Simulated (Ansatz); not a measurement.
Crystal: TaAs.

```
Ta As
1.0
    -1.72181    1.72181    5.86794
     1.72181   -1.72181    5.86794
     1.72181    1.72181   -5.86794
Ta As
2 2
Direct
  0.49997 0.49997 0.00000
  0.24997 0.74997 0.50000
  0.08263 0.08263 0.00000
  0.83263 0.33263 0.50000
```

The cell is a database's computed one.

A run of Ansatz 0.2.0 on this cell left the log below. Logs are shortened: lines on timing, memory, paths and dates and some standing lists are left out, and cuts for length are marked.

```text
Warning: RAYON_NUM_THREADS=2 ignored (pool sized by the plan → 2); use --threads N
basis.fft_grid_basis auto: the FFT boxes are laid along the combinations [[1, 0, 1], [0, 1, 1], [0, 0, 1]] of the cell's own vectors, 3.444, 3.444 and 6.353 Å long. The dense box has 24×24×45 points. Along the cell's own vectors, as sized, it would have 45×45×45, 3.52 times as many. Of the 8 symmetry operations that the crystal satisfies within crystal.symmetry.tolerance (time reversal apart; of a slab, those that keep its plane) the dense box along the cell's own vectors carries 8, and the one as laid loses 6 of those. basis.fft_grid_basis: typed keeps the cell's own vectors: state it where this run's energies or levels are differenced outside the engine with another run's, or held beside a run that keeps those vectors.
hamiltonian.pseudopotentials.datasets: crystal makes datasets for this crystal and solves the spheres of its atoms anew in each pass: cutoff 420.0 eV, the density's 1680.0 eV; for an error of 0.50 meV an atom under PBE, 2.0 meV for the cell; an energy difference from a run of another recipe may be off by several times the error for the cell, under r2SCAN by more, where some 0.1 meV an atom stays at smaller errors; As in spheres of 1.233 Å, 15 of its electrons in bands; Ta in spheres of 1.376 Å, 27 of its electrons in bands
band count auto-derived: 53 (N_el = 84.0; filled up to band 42; 51 by the electrons, moments and atoms)
Engine: ansatz 0.2.0, aarch64-unknown-linux-gnu
Pseudopotentials: kind: all_electron
Pseudopotential: Ta, paw, valence charge 27, recommended cutoff 420 eV (normal), crystal/all_electron/pbesol/scalar/gaussian/Ta, Koelling and Harmon's equation, gaussian nucleus
Pseudopotential: As, paw, valence charge 15, recommended cutoff 420 eV (normal), crystal/all_electron/pbesol/scalar/gaussian/As, Koelling and Harmon's equation, gaussian nucleus
Functional definition: PBEsol
  exchange = pbesol_x
  correlation = pbesol_c
Crystal: 4 atoms, lattice volume = 69.585 Å³
[... 55 lines left out ...]
  The terms above E_closure are by the made datasets' own strengths, without shells solved beside the bands.
--- Forces (eV/Å), atoms counted from 1 ---
  atom   1  Ta     0.00000000    -0.00000000     0.02169667
  atom   2  Ta    -0.00000000     0.00000000     0.02169667
  atom   3  As    -0.00000000    -0.00000000    -0.02167477
  atom   4  As     0.00000000    -0.00000000    -0.02167477
  max |Σ_I F_I| component: 4.38e-5 eV/Å
--- Stress (GPa, compression-positive) ---
       -3.574715      -0.000000      -0.000000
       -0.000000      -3.574715      -0.000000
       -0.000000      -0.000000      -4.194163
  P = ⅓ Tr σ = -3.7812 GPa (-37.812 kbar)
--- Band table (eV; the first three rows and the last of 126) ---
  k-point 0: bands = ["-47.7970", "-47.7869", "-15.2519", "-15.2519", "-15.2218", "-15.2169", "-15.2065", "-15.2051", "-15.2050", "-15.2050", "-15.2015", "-15.1938", "-14.3991", "-14.3240", "-14.3240", "-14.2034", "-14.2034", "-14.1516", "0.3334", "0.3349", "0.3367", "0.3367", "0.3387", "0.3387", "0.3469", "0.3469", "0.3471", "0.3523", "0.3646", "0.3706", "0.3753", "0.3753", "6.4920", "8.9978", "13.5107", "17.3665", "18.0265", "18.0265", "18.1378", "18.5351", "18.8633", "18.8633", "21.4095", "22.0701", "22.8056", "23.5868", "23.5868", "23.8391"]
  k-point 1: bands = ["-47.7961", "-47.7864", "-15.2553", "-15.2534", "-15.2212", "-15.2150", "-15.2142", "-15.2100", "-15.2042", "-15.2014", "-15.1971", "-15.1936", "-14.3921", "-14.3357", "-14.3327", "-14.2169", "-14.2090", "-14.1503", "0.3341", "0.3353", "0.3367", "0.3368", "0.3384", "0.3386", "0.3461", "0.3466", "0.3473", "0.3519", "0.3653", "0.3710", "0.3748", "0.3748", "6.7117", "9.0819", "13.6542", "16.9165", "17.7362", "17.7544", "17.8069", "18.4072", "19.0354", "19.2029", "21.0488", "21.6068", "23.0313", "23.1628", "23.6837", "24.0691"]
  k-point 2: bands = ["-47.7936", "-47.7852", "-15.2643", "-15.2516", "-15.2286", "-15.2241", "-15.2140", "-15.2130", "-15.2004", "-15.1999", "-15.1927", "-15.1925", "-14.3866", "-14.3565", "-14.3488", "-14.2496", "-14.2255", "-14.1490", "0.3358", "0.3359", "0.3365", "0.3374", "0.3381", "0.3382", "0.3449", "0.3459", "0.3469", "0.3510", "0.3670", "0.3718", "0.3738", "0.3738", "7.3157", "9.2640", "14.1435", "15.9051", "16.6461", "17.0191", "17.2841", "18.6766", "19.4876", "19.6525", "20.7508", "20.8840", "22.5973", "23.4553", "23.9925", "24.2732"]
  k-point 125: bands = ["-47.7917", "-47.7915", "-15.2590", "-15.2590", "-15.2156", "-15.2142", "-15.2111", "-15.2069", "-15.2026", "-15.2006", "-15.1960", "-15.1952", "-14.3552", "-14.3336", "-14.2744", "-14.2730", "-14.2020", "-14.1877", "0.3335", "0.3340", "0.3367", "0.3377", "0.3380", "0.3391", "0.3455", "0.3457", "0.3495", "0.3496", "0.3685", "0.3689", "0.3755", "0.3760", "7.5719", "7.5913", "15.8571", "15.9308", "17.1445", "17.4732", "17.6435", "18.0879", "19.2194", "19.7563", "21.4135", "22.1762", "22.4704", "22.8159", "23.4993", "23.7207"]
```

Write the input and the command behind it.

Density of states with PBEsol, no spin polarisation. The files as run (others can give the same):

input.yaml
```yaml
crystal:
  lattice:
    - [-1.7218133622, 1.7218133622, 5.8679415361]
    - [1.7218133622, -1.7218133622, 5.8679415361]
    - [1.7218133622, 1.7218133622, -5.8679415361]
  atoms:
    - { symbol: Ta, position: [0.4999673, 0.4999673, 0.0] }
    - { symbol: Ta, position: [0.2499673, 0.7499673, 0.5] }
    - { symbol: As, position: [0.08263212, 0.08263212, 0.0] }
    - { symbol: As, position: [0.83263212, 0.33263212, 0.5] }
kpoints:
  mp_grid: { grid: [11, 11, 11] }
scf:
  occupations: { method: fermi_dirac, width: 0.05 }
hamiltonian:
  xc: pbesol
  pseudopotentials: { kind: all_electron, datasets: crystal }
output:
  forces: true
  stress: true
  eigenvalues: true
  dos: { projected: false, de: 0.1, e_range: [-20, 8] }
  elf: true
  volumetric_format: npy
```

Potentials or basis: all-electron PAW datasets made for the crystal.
The run is started by
```sh
$ ansatz run input.yaml --threads 2 --pin off --max-ram 8192MiB --backend cpu --events-out ev --progress --plain --runs-dir out
```

Caveat: the program warned that the printed levels may be off, so bands, gaps and densities of states are rough; the density of states is complete only up to the lowest level of the last band computed.
